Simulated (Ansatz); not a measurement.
Task: a convergence test of the plane-wave cutoff of Ti, space group P6/mmm, with the Python package of Ansatz (0.2.0). Give the script and its output. Level of theory (first run): LDA, PAW, cutoff 250 eV, 7×7×10 k-points, Fermi-Dirac smearing of 0.05 eV. The script varies cutoff (eV): 250, 325, 400, 475, 550, 625.

```xyz
3
Lattice="4.6000 0.0000 0.0000 -2.3000 3.9837 0.0000 0.0000 0.0000 2.8200" Properties=species:S:1:pos:R:3 pbc="T T T"
Ti    0.0000    0.0000    0.0000
Ti    0.0000    2.6558    1.4100
Ti    2.3000    1.3279    1.4100
```

Script `ti.py`:
```python
"""Cutoff test for Ti."""

import csv

import ansatz
import numpy as np

FUNCTIONAL = "lda"
KGRID = (7, 7, 10)
FILLING = "fermi_dirac"
SMEARING_WIDTH = 0.05
TOLERANCE = 1e-06

vectors = np.array([
    [4.6, 0.0, 0.0],
    [-2.3, 3.98372, 0.0],
    [0.0, 0.0, 2.82],
])
cell = (
    ansatz.Lattice.of(vectors)
    .atom("Ti", (0.0, 0.0, 0.0))
    .atom("Ti", (1 / 3, 2 / 3, 0.5))
    .atom("Ti", (2 / 3, 1 / 3, 0.5))
)

calculation = (
    cell.calculation()
    .functional(FUNCTIONAL)
    .kpoints(*KGRID)
    .occupations(FILLING, width=SMEARING_WIDTH)
    .eigensolver("davidson", full_accuracy=True)
    .scf(tolerance=TOLERANCE)
    .forces()
    .stress()  # GPa
)

rows = []
for value in [250, 325, 400, 475, 550, 625]:
    summary = calculation.basis(value).run(threads=1, pin="off").report
    rows.append((value, summary["free_energy_ev"] / len(summary["lattice"]["sites"]), summary["n_iterations"], sum(summary["stress_gpa"][i][i] for i in range(3)) / 3, max(abs(f) for row in summary["forces_ev_ang"] for f in row), summary["n_pw"]))

with open("ecut.csv", "w", newline="") as handle:
    writer = csv.writer(handle)
    writer.writerow(["cutoff (eV)", "F/atom (eV)", "iterations", "P (GPa)", "max component (eV/A)", "plane waves"])
    writer.writerows([round(v, 5) if isinstance(v, float) else v for v in row] for row in rows)

# the last row is the reference
for row in rows[:-1]:
    shift = 1000 * (row[1] - rows[-1][1])
    print(f"{row[0]}: {shift:+.2f} meV/atom" + ("  (within 1 meV)" if abs(shift) < 1 else ""))
```

`python ti.py` gives:
```text
DeckWarning: basis.ecutwfc = 250 eV is below the records' recommended 420 eV, and the density's cutoff is lower with it unless basis.ecutrho_ratio is high enough to keep the records' density cutoff: compare with a run at a higher cutoff
DeckWarning: scf.convergence.dr2_threshold = 1e-6 eV is looser than this run's default, which is 1e-7 eV or tighter. The error in the forces grows as the threshold's square root, so leave the key out unless less accurate forces are enough
DeckWarning: output.stress: scf.convergence.dr2_threshold = 1e-6 eV is looser than the 3e-10 eV advised for a printed stress (1e-10 eV for each atom of the cell: 3). What an SCF threshold leaves in a stress goes as its square root, and in the free energy as the threshold itself, and one threshold admits the most on a [...]
DeckWarning: basis.ecutwfc = 325 eV is below the records' recommended 420 eV, and the density's cutoff is lower with it unless basis.ecutrho_ratio is high enough to keep the records' density cutoff: compare with a run at a higher cutoff
DeckWarning: basis.ecutwfc = 400 eV is below the records' recommended 420 eV, and the density's cutoff is lower with it unless basis.ecutrho_ratio is high enough to keep the records' density cutoff: compare with a run at a higher cutoff
250: +1073.50 meV/atom
325: +53.47 meV/atom
400: +1.26 meV/atom
475: +0.43 meV/atom  (within 1 meV)
550: +0.23 meV/atom  (within 1 meV)
```
(Warnings from the package without file and line, shortened.)

File `ecut.csv` afterwards:
```csv
cutoff (eV),F/atom (eV),iterations,P (GPa),max component (eV/A),plane waves
250,-2449.21403,6,-11.84867,0.0,445
325,-2450.23406,6,-9.01929,0.0,681
400,-2450.28627,6,-9.18155,0.0,939
475,-2450.2871,6,-9.18434,0.0,1193
550,-2450.2873,6,-9.18672,0.0,1529
625,-2450.28753,6,-9.18791,0.0,1823
```

From 475 eV on it stays within 1 meV an atom of the value at 625 eV; the first row (250 eV) is off by 1073.5 meV and the last but one by 0.23 meV. The energy falls steadily, as expected when plane waves are added. The pressure moves from -11.85 to -9.19 GPa (the program's stress holds a Pulay correction, so it settles early). The last run costs about 2.9 times the first.

Notes:
- For a metal this k-point mesh is coarse: on a finer one energies can move by several to tens of meV an atom and pressures by half a GPa or more, differences at one mesh by less.
- Forces vanish by symmetry here and test nothing.
- Pressure is positive in compression.
- This isn't the structure that Ti takes at ambient conditions.
- Shifts are counted from the last row, which is itself no proven limit.
- Processor time in the engine: 43 s on 1 thread of Intel(R) Xeon(R) Processor @ 2.30GHz, on a shared host, peak memory 0.55 GiB.
